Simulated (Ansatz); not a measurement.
**CH5Cl3SSiTi: small, medium and large basis sets**

The task here is to estimate one member of a computed series from the others.

The runs use Ansatz 0.2.0, Gaussian basis; one geometry, several basis sets.

Plan: PBE0-D4/def2-SVP; ωB97M-V/def2-SVP; PBE0-D4/def2-QZVPP; ωB97M-V/def2-QZVPP; the functionals' def2-TZVPP values are taken from earlier runs.

### The geometry

The geometry comes from an earlier relaxation with PBE0-D4 in a triple-zeta def2 set; it is a stationary point, not always the lowest conformer.

SMILES `C[SiH2][S][Ti]([Cl])([Cl])[Cl]`, 12 atoms, charge 0, spin multiplicity 1.

Atoms are counted from 1 here; the program's logs count them from 0.

Bond lengths: C1–Si2 1.860 Å, C1–H8 1.091 Å, C1–H9 1.094 Å, C1–H10 1.091 Å, Si2–S3 2.168 Å, Si2–H11 1.485 Å, Si2–H12 1.483 Å, S3–Ti4 2.228 Å, Ti4–Cl5 2.179 Å, Ti4–Cl6 2.178 Å, Ti4–Cl7 2.168 Å. Angles: Si2–C1–H8 111.8°, Si2–C1–H9 108.7°, Si2–C1–H10 110.9°, H8–C1–H9 108.2°, H8–C1–H10 108.6°, H9–C1–H10 108.5°, C1–Si2–S3 113.3°, C1–Si2–H11 110.9°, C1–Si2–H12 112.1°, S3–Si2–H11 102.9°, S3–Si2–H12 107.3°, H11–Si2–H12 109.8°, Si2–S3–Ti4 103.0°, S3–Ti4–Cl5 109.9°, S3–Ti4–Cl6 108.2°, S3–Ti4–Cl7 106.4°, Cl5–Ti4–Cl6 109.2°, Cl5–Ti4–Cl7 110.8° and more.

The first run:

in.yaml

```yaml
crystal:
  periodic: [false, false, false]
  atoms:
    - {symbol: C, position_ang: [-1.726675, -0.086545, -0.082043]}
    - {symbol: Si, position_ang: [-0.561598, -0.449208, 1.321282]}
    - {symbol: S, position_ang: [1.380857, -1.154255, 0.664319]}
    - {symbol: Ti, position_ang: [1.933728, 0.307200, -0.923982]}
    - {symbol: Cl, position_ang: [0.887667, -0.177921, -2.773314]}
    - {symbol: Cl, position_ang: [1.333148, 2.291962, -0.259383]}
    - {symbol: Cl, position_ang: [4.079481, 0.143188, -1.188085]}
    - {symbol: H, position_ang: [-1.409426, 0.784497, -0.657431]}
    - {symbol: H, position_ang: [-2.719336, 0.118992, 0.329344]}
    - {symbol: H, position_ang: [-1.802019, -0.940900, -0.757051]}
    - {symbol: H, position_ang: [-1.062263, -1.576287, 2.147957]}
    - {symbol: H, position_ang: [-0.333564, 0.739268, 2.178367]}
basis:
  gaussian: {orbitals: def2-SVP}
hamiltonian: {xc: pbe0, dispersion: d4}
output: {orbitals: {seedname: orbitals}}
```

Among the steps run: PBE0-D4 in def2-SVP; ωB97M-V in def2-SVP; PBE0-D4 in def2-QZVPP; ωB97M-V in def2-QZVPP.

One table of the session follows, with a row left open; its other results are not shown here.

It belongs to the step «Density functionals: the series». 

| functional | basis | HOMO (eV) | LUMO (eV) |
| --- | --- | --- | --- |
| PBE0-D4 | def2-SVP | -8.07 | -3.52 |
| PBE0-D4 | def2-TZVPP | ? | ? |
| PBE0-D4 | def2-QZVPP | -8.10 | -3.45 |
| ωB97M-V | def2-SVP | -10.10 | -1.34 |
| ωB97M-V | def2-TZVPP | -10.18 | -1.33 |
| ωB97M-V | def2-QZVPP | -10.20 | -1.36 |

Estimate the missing values for PBE0-D4, def2-TZVPP.

**Answer.** HOMO (eV): -8.09; LUMO (eV): -3.44. In the column «HOMO (eV)» it lies between PBE0-D4, def2-QZVPP (-8.10) and PBE0-D4, def2-SVP (-8.07).
